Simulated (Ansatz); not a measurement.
**MnGa4: properties at the relaxed cell**

One table from this session's results is given with a row withheld; the runs are named, their logs left out.

Method: DFT PBEsol, scalar-relativistic, plane waves, PAW, in Ansatz 0.2.0.

1 further run of the same task is left out (set aside as unsound or not needed).

## Starting point

Symmetry: Im-3m, No. 229, cubic system. The conventional cell has a = 5.510 Å, b = 5.510 Å, c = 5.510 Å, α = 90.00°, β = 90.00°, γ = 90.00°. Mn (site symmetry m-3m) has 8 Ga at 2.39 Å as nearest neighbours. Around Ga (site symmetry -3m) lie 2 Mn at 2.39 Å.

Coordinates:

```xyz
5
Lattice="-2.7548 2.7548 2.7548 2.7548 -2.7548 2.7548 2.7548 2.7548 -2.7548" Properties=species:S:1:pos:R:3 pbc="T T T"
Mn    0.0000    0.0000    0.0000
Ga    1.3774    1.3774   -1.3774
Ga    1.3774   -1.3774    1.3774
Ga   -1.3774    1.3774    1.3774
Ga    1.3774    1.3774    1.3774
```

It goes back to an entry of the Materials Project.

This cell was relaxed beforehand with the same method: volume 16.72 Å³/atom, gap on the mesh none (metal), site moments up to 0.6 μB.

The first run:

input.yaml

```yaml
crystal:
  lattice:
    - [-2.7547829049, 2.7547829049, 2.7547829049]
    - [2.7547829049, -2.7547829049, 2.7547829049]
    - [2.7547829049, 2.7547829049, -2.7547829049]
  atoms:
    - { symbol: Mn, position: [0.0, 0.0, 0.0], spin: 0.62 }
    - { symbol: Ga, position: [0.0, 0.0, 0.5] }
    - { symbol: Ga, position: [0.0, 0.5, 0.0] }
    - { symbol: Ga, position: [0.5, 0.0, 0.0] }
    - { symbol: Ga, position: [0.5, 0.5, 0.5] }
basis:
  ecutwfc: 420
kpoints:
  mp_grid: { grid: [10, 10, 10] }
  band_path:
    path:
      - [[0.0, 0.0, 0.0], [0.5, -0.5, 0.5], [0.0, 0.0, 0.5], [0.0, 0.0, 0.0], [0.25, 0.25, 0.25], [0.5, -0.5, 0.5]]
      - [[0.25, 0.25, 0.25], [0.0, 0.0, 0.5]]
    npoints: 14
hamiltonian:
  xc: pbesol
scf:
  occupations: { method: gaussian, width: 0.1 }
  n_extra_bands: 12
output:
  forces: true
  stress: true
  eigenvalues: true
  populations: true
  dos: { projected: true, de: 0.02, nscf_kmesh: { grid: [15, 15, 15] } }
  bader: true
  write_density: true
  write_potential: true
  elf: true
  volumetric_format: npy
magnetization:
  spin_polarized: true
checkpoint:
  read: start.run
  write: ck
  compress: false
  write_wavefunctions: false
  write_every: 100000
```

Run with:

```sh
ansatz run input.yaml --threads 1 --pin off --max-ram 2560MiB --backend cpu --events-out ev --progress --plain --runs-dir out
```

Among the steps run: Electronic structure at the relaxed geometry; Point at V/V0 = 0.97; The cell scaled to 1.03 of its volume; Volume × 0.94; The cell scaled to 1.06 of its volume.

One table of the session follows, with a row left open; its other results are not shown here.

It belongs to the step «Fit of the equation of state». 

```
volume (Å³/atom)  energy above the lowest point (meV/atom)  pressure (GPa)  largest moment (μB)
          15.721                                      22.2            7.50                 0.48
          16.223                                         ?               ?                    ?
          16.724                                       0.0            0.01                 0.56
          17.226                                       4.7           -2.87                 0.60
          17.728                                      17.7           -5.30                 0.65
```

**Question.** Estimate the row for volume (Å³/atom) = 16.223.

Worked estimate for «energy above the lowest point (meV/atom)». A straight line through the neighbours (15.721, 22.2) and (16.724, 0.0) gives 22.2 + (0.0 − 22.2) × (16.223 − 15.721) / (16.724 − 15.721) = 11.1; a parabola fitted to 3 rows on both sides gives 5.8.

As computed: energy above the lowest point (meV/atom): 5.2; pressure (GPa): 3.44; largest moment (μB): 0.52. In «energy above the lowest point (meV/atom)» the line misses by +5.9 and the parabola by +0.6.

Caveats from the session: Warnings in the runs' records: stability check not made.
